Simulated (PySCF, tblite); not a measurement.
# C3H2F5O2S−: infrared bands and NMR shifts

Wanted: the infrared bands and NMR shifts of C3H2F5O2S− (`O=[S@]([O-])CC(F)(F)C(F)(F)F`), by calculation.

The runs use tblite 0.8.0 and PySCF 2.14.0, with density-fitted response routines of our own; the level of theory stands in each step. All values are computed, except where a source is named. Atoms are numbered from 0 throughout.

## 1. Starting geometry

13 atoms, charge -1, multiplicity 1; geometry from: GFN2-xTB.

Bonds of the start (Å): O0–S1 1.48, S1–O2 1.47, S1–C3 2.06, C3–C4 1.47, C4–F5 1.37, C4–F6 1.41, C4–C7 1.54, C7–F8 1.35, C7–F9 1.33, C7–F10 1.33, C3–H11 1.09, C3–H12 1.08.

## 2. Infrared spectrum with GFN2-xTB

What the job is given:

```
{"job": {"kind": "ir", "xc": "GFN2-xTB", "basis": "xTB"}, "charge": -1, "multiplicity": 1}
O      2.054379    -1.966273    -1.245869
S      1.252547    -0.728418    -1.225622
O      2.054403     0.470990    -0.929276
C      0.321733    -0.987812     0.593107
C     -0.889357    -0.163737     0.724523
F     -1.853804    -0.483085    -0.188801
F     -1.564065    -0.337733     1.950717
C     -0.663388     1.359527     0.618345
F     -1.735462     2.037204     1.089912
F      0.372066     1.779828     1.341737
F     -0.504851     1.768571    -0.635187
H      0.077902    -2.043706     0.659454
H      1.073506    -0.704870     1.321904
```

**Question.** This job is followed by: GIAO PBE0/pcSseg-1 NMR shielding, non-relativistic, gas phase. Predict these results of the whole session: strongest single infrared mode (GFN2-xTB); zero-point energy (GFN2-xTB); ¹³C shifts against TMS (PBE0/pcSseg-1); ¹H shifts against TMS (PBE0/pcSseg-1); ¹⁷O shifts against H2O (PBE0/pcSseg-1); ³³S shifts against CS2 (PBE0/pcSseg-1); ¹⁹F shifts against CFCl3 (PBE0/pcSseg-1, means over atoms taken as alike).

The runs gave:

| quantity | value |
| --- | --- |
| strongest single infrared mode (GFN2-xTB) | 1129 cm⁻¹, 468 km/mol |
| zero-point energy (GFN2-xTB) | 36.1 kcal/mol |
| ¹³C shifts against TMS (PBE0/pcSseg-1) | 130.1, 129.2, 73.4 ppm |
| ¹H shifts against TMS (PBE0/pcSseg-1) | 2.24, 1.52 ppm |
| ¹⁷O shifts against H2O (PBE0/pcSseg-1) | 299.6, 294.5 ppm |
| ³³S shifts against CS2 (PBE0/pcSseg-1) | 554 ppm |
| ¹⁹F shifts against CFCl3 (PBE0/pcSseg-1, means over atoms taken as alike) | -90.5, -93.8, -132.2 ppm |

What this shows: No mode is imaginary among the 33: a minimum at this level. GFN2-xTB is a fitted tight-binding method: band positions and strengths are rough. Its intensities can rank the bands wrongly. At PBE0/pcSseg-1: The widest tensor belongs to S1: span 347 ppm, with a paramagnetic part of -1099 ppm.
